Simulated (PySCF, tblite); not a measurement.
# CH₈Si₃: diradical character

Wanted: diradical character for CH₈Si₃ (`[SiH2]C[SiH][SiH3]`).

Programs: tblite 0.8.0 and PySCF 2.14.0, with routines of our own; each step states its level. All values are computed. Atoms count from 0.

### Step 1. The starting structure

12 atoms, charge 0, high-spin multiplicity 3; geometry from: distance geometry.

### Step 2. Relaxing the molecule with GFN2-xTB, multiplicity 3

The job: settings as JSON, then the geometry in Å.

```
{"job": {"kind": "relax", "method": "GFN2-xTB"}, "charge": 0, "multiplicity": 3}
Si    -2.451200    -0.752400    -0.025200
C     -0.702900    -0.764600     0.586600
Si     0.051300     0.919100     0.756600
Si     2.144500     0.770100    -0.041400
H     -2.807100     0.412900    -0.818100
H     -2.645600    -2.005500    -0.787700
H     -0.601200    -1.264300     1.583600
H     -0.093600    -1.357700    -0.114600
H     -0.632500     1.949600    -0.016300
H      3.050200     1.732400     0.587900
H      2.077300     0.942100    -1.488700
H      2.610800    -0.581700     0.321500
```

The run is started by

```
OMP_NUM_THREADS=1 python exch_run.py task.json out
```

This one command runs all jobs of the session in turn.

Log:

```text
step      E/eV     max force
  0    -306.13921    2.410
  1    -306.27157    0.716
  2    -306.30413    0.476
  3    -306.32887    0.407
  4    -306.35297    0.378
  5    -306.37426    0.413
  6    -306.39262    0.439
  7    -306.40899    0.327
  8    -306.42128    0.284
  9    -306.42960    0.229
 10    -306.43593    0.205
 11    -306.44098    0.188
 12    -306.44580    0.221
 13    -306.45024    0.190
 14    -306.45405    0.226
 15    -306.45807    0.223
 16    -306.46263    0.182
 17    -306.46735    0.174
 18    -306.47174    0.178
 19    -306.47520    0.153
 20    -306.47795    0.130
 21    -306.48089    0.128
 22    -306.48376    0.166
 23    -306.48612    0.171
 24    -306.48809    0.130
 25    -306.48966    0.113
 26    -306.49093    0.119
 27    -306.49196    0.088
 28    -306.49274    0.080
 29    -306.49342    0.066
 30    -306.49410    0.088
 31    -306.49479    0.085
 32    -306.49544    0.070
 33    -306.49600    0.070
 34    -306.49647    0.059
 35    -306.49694    0.066
 36    -306.49745    0.058
 37    -306.49793    0.060
 38    -306.49829    0.048
 39    -306.49858    0.043
 40    -306.49892    0.058
 41    -306.49942    0.077
 42    -306.50007    0.083
 43    -306.50071    0.073
 44    -306.50128    0.076
 45    -306.50191    0.078
 46    -306.50288    0.118
 47    -306.50442    0.150
 48    -306.50609    0.133
 49    -306.50696    0.068
 50    -306.50732    0.047
 51    -306.50762    0.059
 52    -306.50803    0.075
 53    -306.50861    0.088
 54    -306.50921    0.061
 55    -306.50961    0.041
 56    -306.50984    0.039
 57    -306.51005    0.043
 58    -306.51035    0.040
 59    -306.51089    0.055
 60    -306.51173    0.051
 61    -306.51287    0.094
 62    -306.51383    0.094
 63    -306.51517    0.112
 64    -306.51635    0.110
 65    -306.51765    0.089
 66    -306.51833    0.090
 67    -306.52015    0.114
 68    -306.52154    0.114
 69    -306.52293    0.090
 70    -306.52396    0.074
 71    -306.52506    0.075
 72    -306.52598    0.072
 73    -306.52653    0.069
 74    -306.52711    0.090
 75    -306.52756    0.054
 76    -306.52798    0.043
 77    -306.52836    0.038
 78    -306.52877    0.037
 79    -306.52894    0.032
 80    -306.52908    0.034
 81    -306.52922    0.034
 82    -306.52944    0.055
 83    -306.52980    0.078
 84    -306.53036    0.093
 85    -306.53098    0.077
 86    -306.53138    0.037
 87    -306.53149    0.019
```

Wall time 0.5 s (1 thread of Arm Neoverse V2, shared host).

The steps of the relaxation: (not every step is listed)

```csv
step,energy from step 0 (eV),largest force (eV/Å)
0,0.0000,2.4103
1,-0.1324,0.7160
2,-0.1649,0.4756
3,-0.1897,0.4068
4,-0.2138,0.3782
5,-0.2351,0.4126
6,-0.2534,0.4392
7,-0.2698,0.3275
8,-0.2821,0.2835
15,-0.3189,0.2232
22,-0.3446,0.1664
29,-0.3542,0.0657
36,-0.3582,0.0584
43,-0.3615,0.0725
50,-0.3681,0.0474
57,-0.3708,0.0435
64,-0.3771,0.1101
71,-0.3859,0.0753
78,-0.3896,0.0371
82,-0.3902,0.0555
83,-0.3906,0.0780
84,-0.3911,0.0932
85,-0.3918,0.0773
86,-0.3922,0.0372
87,-0.3923,0.0191
```

Distances of close pairs at the start and the end, largest changes first:

```
   bond  before (Å)  after (Å)  change (Å)
 C1–Si2       1.853      1.919      +0.066
 Si0–C1       1.852      1.899      +0.046
Si2–Si3       2.245      2.280      +0.035
  C1–H6       1.120      1.091      -0.029
 Si0–H5       1.480      1.461      -0.019
 Si2–H8       1.458      1.476      +0.017
Si3–H10       1.459      1.474      +0.014
  C1–H7       1.102      1.094      -0.008
```

The end geometry stands in the next job.

### Step 3. Geometry optimisation at PBE0-D3(BJ)/def2-SVP, multiplicity 3

The job: settings as JSON, then the geometry in Å.

```
{"job": {"kind": "geom", "xc": "PBE0", "basis": "def2-SVP", "d3": "d3bj", "grid": 1, "mult": 3}, "charge": 0, "multiplicity": 3}
Si    -2.537122    -0.599046    -0.176934
C     -0.790613    -0.870808     0.516451
Si     0.218936     0.727254     0.845725
Si     2.289852     0.860212    -0.099277
H     -2.530535     0.128454    -1.443761
H     -3.324658    -1.827761    -0.247328
H     -0.868785    -1.464838     1.427928
H     -0.225251    -1.489231    -0.187422
H     -0.714080     1.858398     0.678222
H      2.932742     2.089733     0.378186
H      2.454510     0.863556    -1.563575
H      3.097402    -0.277294     0.363930
```

Log:

```text
step   0  E = -910.57803762  max force = 0.016867
step   1  E = -910.58241083  max force = 0.006465
step   2  E = -910.58284413  max force = 0.001819
step   3  E = -910.58304257  max force = 0.001529
step   4  E = -910.58315829  max force = 0.002046
step   5  E = -910.58330171  max force = 0.001559
step   6  E = -910.58350334  max force = 0.002432
step   7  E = -910.58396278  max force = 0.003976
step   8  E = -910.58433553  max force = 0.004889
step   9  E = -910.58487207  max force = 0.004682
step  10  E = -910.58544441  max force = 0.002304
step  11  E = -910.58556312  max force = 0.000523
step  12  E = -910.58561621  max force = 0.000550
step  13  E = -910.58571915  max force = 0.002058
step  14  E = -910.58577354  max force = 0.001571
step  15  E = -910.58588796  max force = 0.000683
step  16  E = -910.58591880  max force = 0.000496
step  17  E = -910.58594915  max force = 0.000176
step  18  E = -910.58595552  max force = 0.000188
optimisation converged
```

Wall time 1.7 min (1 thread of Arm Neoverse V2, shared host); peak memory 0.45 GiB.

Along the way:

```csv
step,energy from step 0 (eV),largest force component (eV/Å)
0,0.0000,0.8673
1,-0.1190,0.3324
2,-0.1308,0.0935
3,-0.1362,0.0786
4,-0.1393,0.1052
5,-0.1432,0.0802
6,-0.1487,0.1251
7,-0.1612,0.2045
8,-0.1714,0.2514
9,-0.1860,0.2408
10,-0.2015,0.1185
11,-0.2048,0.0269
12,-0.2062,0.0283
13,-0.2090,0.1058
14,-0.2105,0.0808
15,-0.2136,0.0351
16,-0.2145,0.0255
17,-0.2153,0.0091
18,-0.2155,0.0097
```

Distances of close pairs at the start and the end, largest changes first:

| bond | before (Å) | after (Å) | change (Å) |
| --- | --- | --- | --- |
| Si2–Si3 | 2.280 | 2.337 | +0.057 |
| Si0–H5 | 1.461 | 1.500 | +0.039 |
| Si0–H4 | 1.461 | 1.498 | +0.037 |
| C1–Si2 | 1.919 | 1.889 | -0.030 |
| Si3–H9 | 1.467 | 1.495 | +0.028 |
| Si3–H11 | 1.470 | 1.496 | +0.027 |
| Si3–H10 | 1.474 | 1.499 | +0.025 |
| Si2–H8 | 1.476 | 1.500 | +0.024 |

The end geometry stands in the next job.

```csv
at the end point,value
point group (found at 0.08 Å tolerance),C1
dipole moment (D),n/a
⟨S²⟩,2.005
```

### Step 4. Diradical character: CASSCF and SC-NEVPT2/def2-SVP (2,2), geometry of multiplicity 3

The job: settings as JSON, then the geometry in Å.

```
{"job": {"kind": "cas", "basis": "def2-SVP", "active": "magnetic"}, "charge": 0, "high_spin_multiplicity": 3}
Si    -1.910249    -0.528288    -0.651024
C     -0.932367    -0.774481     0.949899
Si     0.317005     0.602679     1.280354
Si     1.934230     0.832003    -0.391606
H     -0.985495    -0.461463    -1.827366
H     -2.934063    -1.603591    -0.866651
H     -1.636758    -0.842236     1.795673
H     -0.397787    -1.739667     0.886420
H     -0.388361     1.894262     1.569339
H      2.995286     1.773824     0.080677
H      1.386488     1.351263    -1.686249
H      2.554469    -0.505675    -0.647323
```

Method: CASSCF and SC-NEVPT2/def2-SVP spin states, gas phase.

Log:

```text
start orbitals: natural orbitals of the high-spin HF determinant (converged)
active space: 2 electrons in 2 orbitals, 27 closed; orbitals optimised for multiplicities 3 1
macro   0  E = -908.9400760052  dE =  0.000e+00  |g| = 1.870e-02
macro   1  E = -908.9402400131  dE = -1.640e-04  |g| = 7.348e-03
macro   2  E = -908.9402767133  dE = -3.670e-05  |g| = 2.785e-03
macro   3  E = -908.9402801130  dE = -3.400e-06  |g| = 1.210e-03
macro   4  E = -908.9402808408  dE = -7.278e-07  |g| = 3.755e-04
macro   5  E = -908.9402808984  dE = -5.759e-08  |g| = 1.722e-04
CASSCF converged, mean energy = -908.9402808984
2S+1 = 3  root 0  E(CAS) = -908.94088100  E(NEVPT2) = -909.35440435  occupations 1.000 1.000
2S+1 = 1  root 0  E(CAS) = -908.93968079  E(NEVPT2) = -909.35340800  occupations 1.045 0.955
2S+1 = 1  root 1  E(CAS) = -908.68384553  E(NEVPT2) = -909.24545701  occupations 1.948 0.052
2S+1 = 1  root 2  E(CAS) = -908.67925107  E(NEVPT2) = -909.24042846  occupations 1.948 0.052
D(spin-spin) = -0.0403 cm-1, E/D = 0.106
D(spin-orbit) = 0.0097 cm-1, D(total) = -0.0430 cm-1, E/D = 0.189
```

Wall time 3.5 s (1 thread of Arm Neoverse V2, shared host); peak memory 0.46 GiB.

In short:

```
                   quantity         value
                 J (CASSCF)      132 cm⁻¹
                 J (NEVPT2)      109 cm⁻¹
low less high spin (NEVPT2)  0.6 kcal/mol
         diradical index y0          0.95
               zero-field D   -0.043 cm⁻¹
```

Mulliken spin populations of the high-spin state:

```csv
atom,value (e)
Si0,0.96
C1,0.02
Si2,0.93
Si3,0.03
H4,0.02
H5,0.02
H6,0.00
H7,0.01
H8,0.01
H9,0.00
H10,0.01
H11,0.00
```

### Step 5. Diradical character: HF/def2-SVP, geometry of multiplicity 3

Settings changed since step 4:

```diff
@@ -1,2 +1,2 @@
-{"job": {"kind": "cas", "basis": "def2-SVP", "active": "magnetic"}, "charge": 0, "high_spin_multiplicity": 3}
+{"job": {"kind": "bs", "xc": "HF", "basis": "def2-SVP", "rks": true, "grid": 1}, "charge": 0, "high_spin_multiplicity": 3}
 Si    -1.910249    -0.528288    -0.651024
```

With the program's defaults for keys left out, this is: HF/def2-SVP high-spin, broken-symmetry and restricted single points, gas phase.

Log:

```text
high-spin state, multiplicity 3
final grid: 89968 points
cycle   1  E = -908.8724238304  dE = -1.914e-01  |g| = 2.316e-01  |ddm| = 2.284e+00
cycle   2  E = -908.9343090200  dE = -6.189e-02  |g| = 7.637e-02  |ddm| = 4.592e-01
cycle   3  E = -908.9427989115  dE = -8.490e-03  |g| = 2.750e-02  |ddm| = 2.022e-01
cycle   4  E = -908.9438142963  dE = -1.015e-03  |g| = 1.075e-02  |ddm| = 5.622e-02
cycle   5  E = -908.9440324584  dE = -2.182e-04  |g| = 4.661e-03  |ddm| = 2.839e-02
cycle   6  E = -908.9440858707  dE = -5.341e-05  |g| = 1.866e-03  |ddm| = 1.583e-02
cycle   7  E = -908.9440954583  dE = -9.588e-06  |g| = 7.256e-04  |ddm| = 7.124e-03
cycle   8  E = -908.9440969925  dE = -1.534e-06  |g| = 2.689e-04  |ddm| = 3.104e-03
cycle   9  E = -908.9440972135  dE = -2.210e-07  |g| = 9.781e-05  |ddm| = 1.394e-03
cycle  10  E = -908.9440972406  dE = -2.714e-08  |g| = 3.086e-05  |ddm| = 5.336e-04
cycle  11  E = -908.9440972429  dE = -2.271e-09  |g| = 1.107e-05  |ddm| = 1.318e-04
converged SCF energy = -908.9440972429

broken-symmetry state, M_S = 0, start: spins of the second site flipped
final grid: 44192 points
cycle   1  E = -908.9428636041  dE = -3.166e-03  |g| = 1.714e-02  |ddm| = 1.040e-01
cycle   2  E = -908.9432655738  dE = -4.020e-04  |g| = 7.272e-03  |ddm| = 3.726e-02
cycle   3  E = -908.9433736936  dE = -1.081e-04  |g| = 2.381e-03  |ddm| = 2.842e-02
cycle   4  E = -908.9433895629  dE = -1.587e-05  |g| = 6.999e-04  |ddm| = 1.473e-02
cycle   5  E = -908.9433908712  dE = -1.308e-06  |g| = 3.061e-04  |ddm| = 3.004e-03
cycle   6  E = -908.9433911411  dE = -2.700e-07  |g| = 1.104e-04  |ddm| = 1.373e-03
cycle   7  E = -908.9433911709  dE = -2.973e-08  |g| = 4.632e-05  |ddm| = 4.302e-04
cycle   8  E = -908.9433911760  dE = -5.098e-09  |g| = 1.555e-05  |ddm| = 1.988e-04
converged SCF energy = -908.9433911760

<S^2> high spin = 2.0104, broken symmetry = 1.0098
E(HS) - E(BS) = -154.96 cm-1
J_noodleman = 154.96 cm-1
J_unprojected = 77.48 cm-1
J_yamaguchi = 154.87 cm-1

restricted closed-shell singlet
final grid: 44192 points
cycle   1  E = -908.4473371483  dE =  2.421e-01  |g| = 8.478e-01  |ddm| = 3.027e+00
cycle   2  E = -908.3592501214  dE =  8.809e-02  |g| = 9.715e-01  |ddm| = 3.434e+00
cycle   3  E = -908.8242203333  dE = -4.650e-01  |g| = 1.355e-01  |ddm| = 1.893e+00
cycle   4  E = -908.8361788720  dE = -1.196e-02  |g| = 3.424e-02  |ddm| = 4.523e-01
cycle   5  E = -908.8374941318  dE = -1.315e-03  |g| = 1.486e-02  |ddm| = 2.103e-01
cycle   6  E = -908.8377351430  dE = -2.410e-04  |g| = 5.910e-03  |ddm| = 8.402e-02
cycle   7  E = -908.8377747645  dE = -3.962e-05  |g| = 1.356e-03  |ddm| = 3.649e-02
cycle   8  E = -908.8377776176  dE = -2.853e-06  |g| = 5.445e-04  |ddm| = 7.497e-03
cycle   9  E = -908.8377779821  dE = -3.645e-07  |g| = 1.904e-04  |ddm| = 2.316e-03
cycle  10  E = -908.8377780320  dE = -4.995e-08  |g| = 8.592e-05  |ddm| = 8.475e-04
cycle  11  E = -908.8377780440  dE = -1.197e-08  |g| = 3.454e-05  |ddm| = 5.202e-04
cycle  12  E = -908.8377780458  dE = -1.828e-09  |g| = 1.710e-05  |ddm| = 1.963e-04
converged SCF energy = -908.8377780458
```

Run time: 2.3 s. Hardware: 1 thread of Arm Neoverse V2, shared host; peak memory 0.46 GiB.

From this job:

| quantity | value |
| --- | --- |
| J (Yamaguchi) | 155 cm⁻¹ |
| low less high spin, projected | 0.9 kcal/mol |
| closed shell less high spin (no spin gap: the broken-symmetry state lies far lower) | 66.7 kcal/mol |

### Step 6. Diradical character: r2SCAN/def2-SVP, geometry of multiplicity 3

Settings changed since step 5:

```diff
@@ -1,2 +1,2 @@
-{"job": {"kind": "bs", "xc": "HF", "basis": "def2-SVP", "rks": true, "grid": 1}, "charge": 0, "high_spin_multiplicity": 3}
+{"job": {"kind": "bs", "xc": "r2SCAN", "basis": "def2-SVP", "rks": true, "grid": 2}, "charge": 0, "high_spin_multiplicity": 3}
 Si    -1.910249    -0.528288    -0.651024
```

With the program's defaults for keys left out, this is: r2SCAN/def2-SVP high-spin, broken-symmetry and restricted single points, gas phase.

Log:

```text
high-spin state, multiplicity 3
final grid: 89968 points
cycle   1  E = -910.8887880094  dE = -2.328e-02  |g| = 4.608e-02  |ddm| = 4.026e-01
cycle   2  E = -910.8885758180  dE =  2.122e-04  |g| = 5.064e-02  |ddm| = 1.502e-01
cycle   3  E = -910.8904311272  dE = -1.855e-03  |g| = 9.181e-03  |ddm| = 8.404e-02
cycle   4  E = -910.8904744196  dE = -4.329e-05  |g| = 4.416e-03  |ddm| = 1.529e-02
cycle   5  E = -910.8904866842  dE = -1.226e-05  |g| = 6.494e-04  |ddm| = 5.899e-03
cycle   6  E = -910.8904870680  dE = -3.839e-07  |g| = 2.785e-04  |ddm| = 1.819e-03
cycle   7  E = -910.8904871486  dE = -8.052e-08  |g| = 6.186e-05  |ddm| = 6.934e-04
cycle   8  E = -910.8904871523  dE = -3.690e-09  |g| = 2.572e-05  |ddm| = 1.583e-04
converged SCF energy = -910.8904871523

broken-symmetry state, M_S = 0, start: spins of the second site flipped
final grid: 89968 points
cycle   1  E = -910.8898380504  dE = -2.716e-03  |g| = 6.808e-03  |ddm| = 1.457e-01
cycle   2  E = -910.8899081957  dE = -7.015e-05  |g| = 2.769e-03  |ddm| = 3.024e-02
cycle   3  E = -910.8899126914  dE = -4.496e-06  |g| = 2.683e-03  |ddm| = 8.139e-03
cycle   4  E = -910.8899170870  dE = -4.396e-06  |g| = 9.301e-04  |ddm| = 4.577e-03
cycle   5  E = -910.8899177355  dE = -6.485e-07  |g| = 2.248e-04  |ddm| = 1.837e-03
cycle   6  E = -910.8899177972  dE = -6.162e-08  |g| = 9.533e-05  |ddm| = 6.661e-04
cycle   7  E = -910.8899178064  dE = -9.277e-09  |g| = 2.182e-05  |ddm| = 2.265e-04
converged SCF energy = -910.8899178064

<S^2> high spin = 2.0085, broken symmetry = 1.0054
E(HS) - E(BS) = -124.96 cm-1
J_noodleman = 124.96 cm-1
J_unprojected = 62.48 cm-1
J_yamaguchi = 124.57 cm-1

restricted closed-shell singlet
final grid: 89968 points
cycle   1  E = -910.1560520914  dE =  5.318e-01  |g| = 1.140e+00  |ddm| = 2.820e+00
cycle   2  E = -904.3071807067  dE =  5.849e+00  |g| = 3.246e+00  |ddm| = 8.985e+00
cycle   3  E = -910.4405292407  dE = -6.133e+00  |g| = 8.061e-01  |ddm| = 8.333e+00
cycle   4  E = -910.6678053003  dE = -2.273e-01  |g| = 4.584e-01  |ddm| = 2.695e+00
cycle   5  E = -910.6218161167  dE =  4.599e-02  |g| = 5.289e-01  |ddm| = 2.490e+00
cycle   6  E = -910.6581220752  dE = -3.631e-02  |g| = 4.661e-01  |ddm| = 2.195e-01
cycle   7  E = -910.6785593145  dE = -2.044e-02  |g| = 4.117e-01  |ddm| = 2.422e+00
cycle   8  E = -910.8271214939  dE = -1.486e-01  |g| = 1.891e-01  |ddm| = 1.908e+00
cycle   9  E = -910.6679832584  dE =  1.591e-01  |g| = 4.424e-01  |ddm| = 1.268e+00
cycle  10  E = -910.7617911083  dE = -9.381e-02  |g| = 3.241e-01  |ddm| = 7.472e-01
cycle  11  E = -910.6901277248  dE =  7.166e-02  |g| = 3.984e-01  |ddm| = 2.186e+00
cycle  12  E = -910.7007128821  dE = -1.059e-02  |g| = 3.826e-01  |ddm| = 2.398e+00
cycle  13  E = -910.7330689964  dE = -3.236e-02  |g| = 3.477e-01  |ddm| = 3.171e-01
cycle  14  E = -910.7083615267  dE =  2.471e-02  |g| = 3.734e-01  |ddm| = 2.368e-01
cycle  15  E = -910.7164623038  dE = -8.101e-03  |g| = 3.645e-01  |ddm| = 8.586e-02
cycle  16  E = -910.6968857182  dE =  1.958e-02  |g| = 3.863e-01  |ddm| = 2.048e-01
cycle  17  E = -910.8373948122  dE = -1.405e-01  |g| = 1.531e-01  |ddm| = 1.294e+00
cycle  18  E = -910.6936016035  dE =  1.438e-01  |g| = 3.937e-01  |ddm| = 1.307e+00
cycle  19  E = -910.6962575037  dE = -2.656e-03  |g| = 3.896e-01  |ddm| = 4.397e-02
cycle  20  E = -910.8492033026  dE = -1.529e-01  |g| = 4.426e-02  |ddm| = 1.471e+00
cycle  21  E = -910.7790129575  dE =  7.019e-02  |g| = 2.946e-01  |ddm| = 9.791e-01
cycle  22  E = -910.7787872954  dE =  2.257e-04  |g| = 2.912e-01  |ddm| = 1.690e+00
cycle  23  E = -910.7546507731  dE =  2.414e-02  |g| = 3.242e-01  |ddm| = 1.991e-01
cycle  24  E = -910.7509987619  dE =  3.652e-03  |g| = 3.287e-01  |ddm| = 3.187e-02
cycle  25  E = -910.7505157912  dE =  4.830e-04  |g| = 3.292e-01  |ddm| = 1.122e-02
cycle  26  E = -910.7822140686  dE = -3.170e-02  |g| = 2.907e-01  |ddm| = 2.760e-01
cycle  27  E = -910.7277946308  dE =  5.442e-02  |g| = 3.536e-01  |ddm| = 4.761e-01
cycle  28  E = -910.8290694660  dE = -1.013e-01  |g| = 1.754e-01  |ddm| = 8.990e-01
cycle  29  E = -910.7316765964  dE =  9.739e-02  |g| = 3.463e-01  |ddm| = 8.743e-01
cycle  30  E = -910.7062172639  dE =  2.546e-02  |g| = 3.829e-01  |ddm| = 2.263e+00
cycle  31  E = -910.7456312571  dE = -3.941e-02  |g| = 3.331e-01  |ddm| = 2.212e+00
cycle  32  E = -910.7710150230  dE = -2.538e-02  |g| = 3.025e-01  |ddm| = 2.222e-01
cycle  33  E = -910.7721434457  dE = -1.128e-03  |g| = 3.009e-01  |ddm| = 9.893e-03
cycle  34  E = -910.7699638048  dE =  2.180e-03  |g| = 3.031e-01  |ddm| = 2.996e-02
cycle  35  E = -910.8339214292  dE = -6.396e-02  |g| = 1.532e-01  |ddm| = 5.944e-01
SCF not converged, last energy = -910.8339214292
restart with level shift 0.3
final grid: 89968 points
cycle   1  E = -910.6936114226  dE = -5.722e-03  |g| = 6.294e-01  |ddm| = 1.904e+00
cycle   2  E = -910.7294154575  dE = -3.580e-02  |g| = 5.343e-01  |ddm| = 1.625e+00
cycle   3  E = -910.8068682588  dE = -7.745e-02  |g| = 2.665e-01  |ddm| = 4.088e-01
cycle   4  E = -910.8380498037  dE = -3.118e-02  |g| = 1.151e-01  |ddm| = 2.614e-01
cycle   5  E = -910.8456675016  dE = -7.618e-03  |g| = 5.673e-02  |ddm| = 1.337e-01
cycle   6  E = -910.8473176277  dE = -1.650e-03  |g| = 4.926e-02  |ddm| = 7.364e-02
cycle   7  E = -910.8480459668  dE = -7.283e-04  |g| = 4.784e-02  |ddm| = 5.364e-02
cycle   8  E = -910.8481482487  dE = -1.023e-04  |g| = 5.230e-02  |ddm| = 3.640e-02
cycle   9  E = -910.8482467015  dE = -9.845e-05  |g| = 5.396e-02  |ddm| = 2.274e-02
cycle  10  E = -910.8486123784  dE = -3.657e-04  |g| = 4.978e-02  |ddm| = 1.831e-02
...
cycle  56  E = -910.8505364328  dE = -2.859e-07  |g| = 4.824e-04  |ddm| = 8.483e-04
cycle  57  E = -910.8505364592  dE = -2.635e-08  |g| = 5.320e-04  |ddm| = 4.997e-04
cycle  58  E = -910.8505364609  dE = -1.711e-09  |g| = 5.752e-04  |ddm| = 2.933e-04
cycle  59  E = -910.8505364548  dE =  6.123e-09  |g| = 6.069e-04  |ddm| = 1.975e-04
cycle  60  E = -910.8505364484  dE =  6.343e-09  |g| = 6.283e-04  |ddm| = 1.072e-04
cycle  61  E = -910.8505364431  dE =  5.370e-09  |g| = 6.429e-04  |ddm| = 8.645e-05
cycle  62  E = -910.8505364489  dE = -5.838e-09  |g| = 6.367e-04  |ddm| = 6.738e-05
cycle  63  E = -910.8505366689  dE = -2.200e-07  |g| = 2.027e-04  |ddm| = 7.958e-04
cycle  64  E = -910.8505367144  dE = -4.553e-08  |g| = 8.252e-05  |ddm| = 4.539e-04
cycle  65  E = -910.8505367236  dE = -9.205e-09  |g| = 6.991e-05  |ddm| = 2.566e-04
level shift removed, Fock matrix diagonalised once more
converged SCF energy = -910.8505367236
```

It took 78 s on 1 thread of Arm Neoverse V2, shared host; peak memory 0.49 GiB.

In short:

```csv
quantity,value
J (Yamaguchi),125 cm⁻¹
"low less high spin, projected",0.7 kcal/mol
closed shell less high spin (no spin gap: the broken-symmetry state lies far lower),25.1 kcal/mol
```

[end of part 1 of 2]
